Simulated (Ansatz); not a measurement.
Run this with Ansatz 0.2.0, Python API and show what comes out.

Script `convert.py`:
```python
"""Chain to YAML and back, for PrEuZrVO6."""

from pathlib import Path

import ansatz as az


def main() -> None:
    structure = (
        az.Lattice.from_parameters(5.743655, 5.743655, 5.743655, alpha=60.0, beta=60.0, gamma=60.0)
        .atom("Pr", (0.75, 0.75, 0.75))
        .atom("Eu", (0.25, 0.25, 0.25))
        .atom("Zr", (0.0, 0.0, 0.0))
        .atom("V", (0.5, 0.5, 0.5))
        .atom("O", (0.7450659, 0.2549341, 0.2549341))
        .atom("O", (0.2549341, 0.7450659, 0.7450659))
        .atom("O", (0.7450659, 0.7450659, 0.2549341))
        .atom("O", (0.2549341, 0.2549341, 0.7450659))
        .atom("O", (0.2549341, 0.7450659, 0.2549341))
        .atom("O", (0.7450659, 0.2549341, 0.7450659))
        .moments(Pr=2, Eu=7, V=1.5)
    )

    base = (
        structure.calculation()
        .kpoints(6, 6, 6)
        .spin(az.SpinTreatment.COLLINEAR)
        .functional("pbe")
        .occupations("fermi_dirac", width=0.05)
    )
    Path("written.yaml").write_text(base.to_yaml())
    back = az.Calculation.from_yaml("written.yaml")
    print(back.to_python())
    print("same input:", back.to_yaml() == base.to_yaml())


if __name__ == "__main__":
    main()
```

```console
$ python convert.py
(
    az.Lattice.from_parameters(5.743655, 5.743655, 5.743655, alpha=60.0, beta=60.0, gamma=60.0)
    .atom("Pr", (0.75, 0.75, 0.75))
    .atom("Eu", (0.25, 0.25, 0.25))
    .atom("Zr", (0.0, 0.0, 0.0))
    .atom("V", (0.5, 0.5, 0.5))
    .atom("O", (0.7450659, 0.2549341, 0.2549341))
    .atom("O", (0.2549341, 0.7450659, 0.7450659))
    .atom("O", (0.7450659, 0.7450659, 0.2549341))
    .atom("O", (0.2549341, 0.2549341, 0.7450659))
    .atom("O", (0.2549341, 0.7450659, 0.2549341))
    .atom("O", (0.7450659, 0.2549341, 0.7450659))
    .moments({"Eu": 7.0, "Pr": 2.0, "V": 1.5})
    .calculation()
    .kpoints(6, 6, 6)
    .functional("pbe")
    .spin("collinear")
    .occupations(method="fermi_dirac", width=0.05)
)

same input: True
```

It writes `written.yaml`:
```yaml
crystal:
  lattice:
    a: 5.743655
    b: 5.743655
    c: 5.743655
    alpha: 60.0
    beta: 60.0
    gamma: 60.0
  atoms:
    - { symbol: Pr, position: [0.75, 0.75, 0.75] }
    - { symbol: Eu, position: [0.25, 0.25, 0.25] }
    - { symbol: Zr, position: [0.0, 0.0, 0.0] }
    - { symbol: V, position: [0.5, 0.5, 0.5] }
    - { symbol: O, position: [0.7450659, 0.2549341, 0.2549341] }
    - { symbol: O, position: [0.2549341, 0.7450659, 0.7450659] }
    - { symbol: O, position: [0.7450659, 0.7450659, 0.2549341] }
    - { symbol: O, position: [0.2549341, 0.2549341, 0.7450659] }
    - { symbol: O, position: [0.2549341, 0.7450659, 0.2549341] }
    - { symbol: O, position: [0.7450659, 0.2549341, 0.7450659] }
kpoints:
  mp_grid:
    grid: [6, 6, 6]
hamiltonian:
  xc: pbe
magnetization:
  spin_polarized: true
  per_species:
    Eu: 7.0
    Pr: 2.0
    V: 1.5
scf:
  occupations:
    method: fermi_dirac
    width: 0.05
```

The input is only written out: it wasn't run, and its settings aren't tested. The structure comes from a database and needn't be a stable phase.
